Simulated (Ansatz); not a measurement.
**CH9NSi2: up Jacob's ladder to CCSD(T)**

How much do the methods differ for CH9NSi2? The plan is to run it at one geometry with functionals of several rungs and with coupled cluster, and see how far each lands from CCSD(T) at the basis-set limit for the atomisation energy.

Method: functionals in def2-TZVPP, the program's frozen cores in correlated methods; program: Ansatz 0.2.0, Gaussian basis.

Levels to be run: LDA (SPW92), PBE-D4, revPBE-D4, BLYP-D4, r2SCAN-D4, B97M-V, PBE0-D4, B3LYP-D4, r2SCANh-D4, r2SCAN0-D4, HSE06-D4, BHLYP-D4, CAM-B3LYP-D4, LC-ωPBE, ωB97X-V, ωB97M-V, B2PLYP, PBE-QIDH; CCSD(T)/def2-SVP; CCSD(T)/def2-TZVPP; MP2/def2-QZVPP; extrapolation to the limit; RPA on PBE.

### 1 Structure used throughout

All runs share one geometry, relaxed beforehand with PBE0-D4 in a triple-zeta def2 set.

SMILES `[SiH3]CN[SiH3]`, 13 atoms, charge 0, spin multiplicity 1.

Atoms are counted from 1 here; the program's logs count them from 0.

Bond lengths: Si1–C2 1.886 Å, Si1–H5 1.485 Å, Si1–H6 1.488 Å, Si1–H7 1.490 Å, C2–N3 1.454 Å, C2–H8 1.101 Å, C2–H9 1.097 Å, N3–Si4 1.719 Å, N3–H10 1.008 Å, Si4–H11 1.486 Å, Si4–H12 1.488 Å, Si4–H13 1.495 Å. Angles: C2–Si1–H5 110.5°, C2–Si1–H6 110.8°, C2–Si1–H7 108.6°, H5–Si1–H6 109.5°, H5–Si1–H7 108.6°, H6–Si1–H7 108.8°, Si1–C2–N3 110.9°, Si1–C2–H8 110.1°, Si1–C2–H9 107.4°, N3–C2–H8 113.4°, N3–C2–H9 108.9°, H8–C2–H9 105.8°, C2–N3–Si4 122.7°, C2–N3–H10 114.0°, Si4–N3–H10 118.1°, N3–Si4–H11 107.4°, N3–Si4–H12 108.6°, N3–Si4–H13 114.6° and more.

### 2 LDA

This LDA is Slater exchange with PW92 correlation.

in.yaml

```yaml
crystal:
  periodic: [false, false, false]
  atoms:
    - {symbol: Si, position_ang: [-0.405821, 2.111356, -0.299238]}
    - {symbol: C, position_ang: [-0.540295, 0.371911, 0.416653]}
    - {symbol: N, position_ang: [0.600418, -0.439522, 0.024420]}
    - {symbol: Si, position_ang: [0.533401, -2.154445, -0.064481]}
    - {symbol: H, position_ang: [-0.493398, 2.070783, -1.781585]}
    - {symbol: H, position_ang: [-1.480363, 2.989435, 0.239086]}
    - {symbol: H, position_ang: [0.917104, 2.680872, 0.082627]}
    - {symbol: H, position_ang: [-0.687494, 0.421244, 1.506232]}
    - {symbol: H, position_ang: [-1.454039, -0.079520, 0.012008]}
    - {symbol: H, position_ang: [1.492505, -0.008157, 0.208474]}
    - {symbol: H, position_ang: [1.842524, -2.624203, -0.586339]}
    - {symbol: H, position_ang: [-0.572733, -2.538278, -0.982294]}
    - {symbol: H, position_ang: [0.268790, -2.836277, 1.239238]}
basis:
  gaussian: {orbitals: def2-TZVPP}
hamiltonian: {xc: lda}
output: {orbitals: {seedname: orbitals}}
```

Started as:

```bash
$ ansatz run in.yaml --threads 4 --pin off --events-out ev --progress --plain --max-ram 10444MiB
```

After this run come: PBE-D4 (GGA); revPBE-D4 (GGA); BLYP-D4 (GGA); r2SCAN-D4 (meta-GGA); B97M-V (meta-GGA); B3LYP-D4 (hybrid); r2SCANh-D4 (hybrid); r2SCAN0-D4 (hybrid); HSE06-D4 (hybrid); BHLYP-D4 (hybrid); CAM-B3LYP-D4 (range-separated); LC-ωPBE (range-separated); ωB97X-V (range-separated); ωB97M-V (range-separated); B2PLYP (double hybrid); PBE-QIDH (double hybrid); CCSD(T) in def2-SVP; CCSD(T) in def2-TZVPP; MP2 in def2-QZVPP; RPA on PBE orbitals.

Q: Predict the results of all the runs planned. Wanted: atomisation energy, CCSD(T)/CBS; farthest beyond LDA; mean size of error, GGA; mean size of error, meta-GGA; mean size of error, hybrid; mean size of error, range-separated; mean size of error, double hybrid; gap, smallest and largest; T1 diagnostic.

As calculated:

| quantity | value |
| --- | --- |
| atomisation energy, CCSD(T)/CBS | 4231.6 kJ/mol |
| functionals within 21.2 kJ/mol (0.5 %) | PBE-D4, B97M-V, B3LYP-D4, ωB97M-V |
| farthest beyond LDA | revPBE-D4 (-75.2 kJ/mol) |
| mean size of error, GGA | 35.9 kJ/mol |
| mean size of error, meta-GGA | 11.1 kJ/mol |
| mean size of error, hybrid | 39.6 kJ/mol |
| mean size of error, range-separated | 27.1 kJ/mol |
| mean size of error, double hybrid | 55.7 kJ/mol |
| gap, smallest and largest | 4.74 eV (LDA (SPW92)), 11.86 eV (LC-ωPBE) |
| T1 diagnostic | 0.0108 |
| triples share of the correlation energy | 3.5 % |

The LDA atomisation energy is off by 486.3 kJ/mol (11 %): it overbinds. PBE-D4 is off by -6.7 kJ/mol. Double hybrids carry the basis error of their MP2 part in triple zeta, and no dispersion term here, so their miss is partly the set-up's. Taken by rung, meta-GGA functionals do best (11.1 kJ/mol on average) and double hybrid ones worst beyond LDA (55.7 kJ/mol). hybrid functionals lie within the reference's doubt of that worst mean (39.6 kJ/mol), so those two tie. The reference freezes the cores and leaves out relativity and excitations past (T), so misses under about 21.2 kJ/mol can't be ranked. Hartree-Fock recovers 74 % of the binding; the rest is correlation. CCSD(T) in def2-SVP is off by -269.5 kJ/mol, worse than the median functional, from the basis alone. The gap grows from 4.7 to 11.9 eV across the functionals, mostly with the share of exact exchange.
